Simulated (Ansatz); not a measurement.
I need a single point of Ti3Ag (distorted cell). Use Ansatz's Python interface. Level of theory: PBEsol, PAW, cutoff 550 eV, 4×4×4 k-points, cold smearing of 0.15 eV.

```
CELL_PARAMETERS angstrom
4.09881 0.00000 0.00000
0.00000 4.09881 0.00000
0.00000 0.00000 4.09881
ATOMIC_POSITIONS crystal
Ti 0.51555 0.48626 0.99218
Ti 0.49670 0.01358 0.50592
Ti 0.97520 0.51645 0.51724
Ag 0.99386 0.99058 0.99769
```

The script, `scf.py`:
```python
'''Self-consistent field of Ti3Ag at the given structure with displaced atoms.'''

from dataclasses import dataclass
import logging
import sys
import warnings

import ansatz as az
import numpy as np
from pymatgen.core import Lattice, Structure
from pymatgen.io.ase import AseAtomsAdaptor

logging.basicConfig(stream=sys.stdout, format='%(levelname)s:%(name)s:%(message)s')
logger = logging.getLogger('ansatz_job')
logger.setLevel(logging.INFO)


@dataclass
class Options:
    xc: str = 'PBEsol'
    cutoff_ev: int = 550
    kmesh: tuple[int, ...] = (4, 4, 4)
    smearing: str = 'cold'
    width_ev: float = 0.15


settings = Options()


def main() -> None:
    warnings.simplefilter('ignore', az.DeckWarning)

    pmg_structure = Structure(
        Lattice([[4.09881, 0.0, 0.0], [0.0, 4.09881, 0.0], [0.0, 0.0, 4.09881]]),
        ['Ti', 'Ti', 'Ti', 'Ag'],
        [
            [0.51555, 0.48626, 0.99218],
            [0.4967, 0.01358, 0.50592],
            [0.9752, 0.51645, 0.51724],
            [0.99386, 0.99058, 0.99769],
        ],
    )
    cell = az.Crystal.from_ase(AseAtomsAdaptor.get_atoms(pmg_structure))

    # functional, basis and sampling
    setup = (
        cell.calculation()
        .functional(settings.xc)
        .basis(settings.cutoff_ev)
        .kpoints(*settings.kmesh, center='gamma')
        .occupations(settings.smearing, width=settings.width_ev)
        .band_table()
        .density_of_states(energy_step=0.1, nscf_kmesh_spacing=0.36)
    )
    def show(event):
        row = event['data']
        if event['event'] == 'scf_iter' and row.get('harris_foulkes_ev') is not None:
            logger.info(f'  iteration {row["iter"]:3d}  Harris-Foulkes {row["harris_foulkes_ev"]:.5f} eV  residual {row["dr2_ev"]:.2e}')


    outcome = setup.session().plan().execute(on_event=show)
    report = outcome.report

    for key in ('converged', 'n_iterations', 'n_electrons', 'n_kpoints', 'n_pw', 'n_symmetry_ops', 'free_energy_ev', 'fermi_energy_ev'):
        logger.info(f'{key:18s} {report[key]}')

    print('band  energy (eV)  occupation, at k =', report['kpoints_frac'][0])
    for band, (e, occ) in enumerate(zip(report['eigenvalues_ev'][0], report['occupations'][0]), start=1):
        logger.info(f'{band:4d} {e:12.4f} {occ:9.4f}')

    dos = outcome.density_of_states()
    energy = np.asarray(dos.energies_ev) - dos.fermi_ev
    top = min(levels[-1] for levels in report['eigenvalues_ev']) - dos.fermi_ev  # the computed bands end here
    for spin, channel in enumerate(dos.channels):
        g = np.asarray(channel.g_bin_mean_per_ev)
        peak = np.where(np.abs(energy) < 8, g, 0).argmax()
        logger.info(f'channel {spin}: g(E_F) = {np.interp(0.0, energy, g):.3f} states/eV, highest peak within 8 eV {g[peak]:.2f} at {energy[peak]:.2f} eV')
    grid = np.arange(-10, min(6, top), 0.5)
    columns = [grid] + [np.interp(grid, energy, ch.g_bin_mean_per_ev) for ch in dos.channels]
    np.savetxt('dos_ti3ag.dat', np.column_stack(columns), fmt='%.3f', header='E-EF (eV), states/eV by channel')


if __name__ == '__main__':
    main()
```

```console
$ python scf.py
INFO:ansatz_job:  iteration   1  Harris-Foulkes -14943.51967 eV  residual 5.33e-02
INFO:ansatz_job:  iteration   2  Harris-Foulkes -14943.50744 eV  residual 9.26e-03
INFO:ansatz_job:  iteration   3  Harris-Foulkes -14943.50506 eV  residual 7.01e-04
INFO:ansatz_job:  iteration   4  Harris-Foulkes -14943.50491 eV  residual 6.85e-05
INFO:ansatz_job:  iteration   5  Harris-Foulkes -14943.50490 eV  residual 4.60e-06
INFO:ansatz_job:  iteration   6  Harris-Foulkes -14943.50490 eV  residual 1.23e-07
INFO:ansatz_job:  iteration   7  Harris-Foulkes -14943.50490 eV  residual 5.86e-09
INFO:ansatz_job:converged          True
INFO:ansatz_job:n_iterations       7
INFO:ansatz_job:n_electrons        55.0
INFO:ansatz_job:n_kpoints          36
INFO:ansatz_job:n_pw               2007
INFO:ansatz_job:n_symmetry_ops     1
INFO:ansatz_job:free_energy_ev     -14943.504900079091
INFO:ansatz_job:fermi_energy_ev    14.264221102060542
band  energy (eV)  occupation, at k = [0.0, 0.0, 0.0]
INFO:ansatz_job:   1     -78.2092    2.0000
INFO:ansatz_job:   2     -42.2390    2.0000
INFO:ansatz_job:   3     -42.1085    2.0000
INFO:ansatz_job:   4     -42.0934    2.0000
INFO:ansatz_job:   5     -41.6696    2.0000
INFO:ansatz_job:   6     -41.6631    2.0000
INFO:ansatz_job:   7     -41.6593    2.0000
INFO:ansatz_job:   8     -18.7838    2.0000
INFO:ansatz_job:   9     -18.7638    2.0000
INFO:ansatz_job:  10     -18.7609    2.0000
INFO:ansatz_job:  11     -18.5287    2.0000
INFO:ansatz_job:  12     -18.5099    2.0000
INFO:ansatz_job:  13     -18.5012    2.0000
INFO:ansatz_job:  14     -18.2866    2.0000
INFO:ansatz_job:  15     -18.2703    2.0000
INFO:ansatz_job:  16     -18.2439    2.0000
INFO:ansatz_job:  17       7.5792    2.0000
INFO:ansatz_job:  18       8.7232    2.0000
INFO:ansatz_job:  19       8.7259    2.0000
INFO:ansatz_job:  20       9.0991    2.0000
INFO:ansatz_job:  21       9.1069    2.0000
INFO:ansatz_job:  22       9.1154    2.0000
INFO:ansatz_job:  23      11.4646    2.0000
INFO:ansatz_job:  24      13.7163    2.0001
INFO:ansatz_job:  25      13.7320    2.0002
INFO:ansatz_job:  26      13.7831    2.0011
INFO:ansatz_job:  27      14.1620    1.7684
INFO:ansatz_job:  28      14.1759    1.6541
INFO:ansatz_job:  29      16.4242    0.0000
INFO:ansatz_job:  30      16.4624    0.0000
INFO:ansatz_job:  31      16.4943    0.0000
INFO:ansatz_job:  32      16.5543    0.0000
INFO:ansatz_job:  33      16.6090    0.0000
INFO:ansatz_job:channel 0: g(E_F) = 8.904 states/eV, highest peak within 8 eV 19.51 at -4.95 eV
```

It writes `dos_ti3ag.dat`:
```text
# E-EF (eV), states/eV by channel
-10.000 0.000
-9.500 0.000
-9.000 0.000
-8.500 0.000
-8.000 0.000
-7.500 0.000
-7.000 0.000
-6.500 0.029
-6.000 0.389
-5.500 1.474
-5.000 18.875
-4.500 1.300
-4.000 1.258
-3.500 1.158
-3.000 0.158
-2.500 3.399
-2.000 0.961
-1.500 3.448
-1.000 7.297
-0.500 5.974
0.000 8.904
0.500 3.196
1.000 3.972
1.500 2.399
```

Total energies depend on the potentials; only differences at equal settings carry meaning. A total without «per atom» is that of the cell as typed. No spin polarisation was allowed. For a metal this k-point mesh is coarse: on a finer one energies can move by several to tens of meV an atom and pressures by half a GPa or more, differences at one mesh by less. The zero of the levels is a convention of the potentials, so an absolute Fermi energy is no work function. The cell is a database structure, distorted on purpose. Gaps and levels are Kohn-Sham values on a finite set of k-points, without spin-orbit coupling. The computed bands are complete only to about 1.6 eV above the Fermi level; beyond that the density of states is undercounted. Run time: 19 s on 1 thread of Arm Neoverse V1 (shared host), peak memory 0.5 GiB.

(Lines on the test bed's own set-up are left out of the output.)
